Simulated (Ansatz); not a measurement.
Write a Python script for the Python package of Ansatz (0.2.0) that makes a single point in a Gaussian basis of CH6BClGe, SMILES ClC[BH][GeH3]. Level of theory: CAM-B3LYP, cc-pVDZ basis, multiplicity 1.

```xyz
10

Cl   -0.9926    2.5767    0.3724
C     0.1983    1.3743    0.6196
B    -0.5016   -0.0586    0.5494
Ge    0.1865   -1.3948   -0.8294
H     0.9815    1.4596   -0.1838
H     0.6696    1.5410    1.6141
H    -1.2869   -0.3458    1.3411
H    -0.6641   -2.6952   -0.6582
H    -0.1324   -0.8040   -2.1974
H     1.6248   -1.7044   -0.6249
```

`run_energy.py`:
```python
"""Electronic structure of the CH6BClGe molecule."""

import ansatz as az
import numpy as np

BASIS = "cc-pVDZ"
XC = "CAM-B3LYP"

ch6bclge = (
    az.Crystal.molecule()
    .atom("Cl", [-0.9926, 2.5767, 0.3724])
    .atom("C", [0.1983, 1.3743, 0.6196])
    .atom("B", [-0.5016, -0.0586, 0.5494])
    .atom("Ge", [0.1865, -1.3948, -0.8294])
    .atom("H", [0.9815, 1.4596, -0.1838])
    .atom("H", [0.6696, 1.541, 1.6141])
    .atom("H", [-1.2869, -0.3458, 1.3411])
    .atom("H", [-0.6641, -2.6952, -0.6582])
    .atom("H", [-0.1324, -0.804, -2.1974])
    .atom("H", [1.6248, -1.7044, -0.6249])
)

model = (
    ch6bclge.calculation()
    .basis(gaussian=BASIS)
    .functional(XC)
    .forces()
)
out = model.run()
summary = out.report

print("reference energy %16.6f eV" % summary["reference_energy_ev"])
print("total energy     %16.6f eV" % summary["free_energy_ev"])
print("occupied (up, down):", summary["n_occupied"], " virtual:", summary["n_virtual"], " frozen:", summary["n_frozen"])

field = summary["mean_field"]
print("<S^2> =", round(abs(field["state"]["spin_squared"]), 4), " relativity:", field["relativity"])
print("passes:", field["passes"])
if "symmetry" in field:
    print("occupied orbitals by irrep:", field["symmetry"]["occupied"])

symbols = [site.symbol for site in ch6bclge.cartesian_sites]
print("forces (eV/A)")
for symbol, f in zip(symbols, summary["forces_ev_ang"]):
    print(f"  {symbol:2s} {f[0]:9.4f} {f[1]:9.4f} {f[2]:9.4f}")

charges = summary["charge_distribution"]
dipole = np.array(charges["dipole_moment_e_ang"]) * 4.803205
print("dipole (D): {:.3f} {:.3f} {:.3f}, length {:.3f}".format(*dipole, np.linalg.norm(dipole)))
print("atom  Mulliken   Lowdin")
for symbol, m, l in zip(symbols, charges["mulliken_charges_e"], charges["lowdin_charges_e"]):
    print(f"{symbol:4s} {m:9.3f} {l:8.3f}")
```

```console
$ python run_energy.py
reference energy    -70852.362881 eV
total energy        -70852.362881 eV
occupied (up, down): [33, 33]  virtual: [70, 70]  frozen: 0
<S^2> = 0.0  relativity: none
passes: {'evaluations': 15, 'products': 12}
occupied orbitals by irrep: [{'A': 33}, {'A': 33}]
forces (eV/A)
  Cl   -1.6920    1.6556   -0.3690
  C     1.9388   -1.9450   -0.0858
  B     1.5390    0.8478   -0.3876
  Ge   -1.7131   -0.5001    0.2379
  H    -0.4499    0.2328    0.7235
  H    -0.0259   -0.1252   -0.3641
  H    -1.1296   -0.1803    0.8646
  H     0.3662    0.1436   -0.2241
  H     0.1965    0.0135   -0.3623
  H     0.9699   -0.1428   -0.0332
dipole (D): 1.246 -0.433 0.501, length 1.412
atom  Mulliken   Lowdin
Cl      -0.102    0.277
C       -0.097   -0.171
B        0.037   -0.289
Ge       0.189    0.254
H        0.066    0.024
H        0.074    0.034
H        0.003   -0.005
H       -0.065   -0.045
H       -0.053   -0.036
H       -0.054   -0.044
```

Total energies depend on the basis set; only differences at equal settings carry meaning. The geometry is a force-field or estimated start, not a minimum of this method, and the basis set is short of its limit. The Löwdin charges here are taken after orthogonalising the functions within each atom; they differ from plain Löwdin charges, and their signs can be unphysical. The whole script took 9 s on 1 thread of Arm Neoverse V1 (shared host), peak memory 0.34 GiB.

(Lines on the test bed's own set-up are left out of the output.)
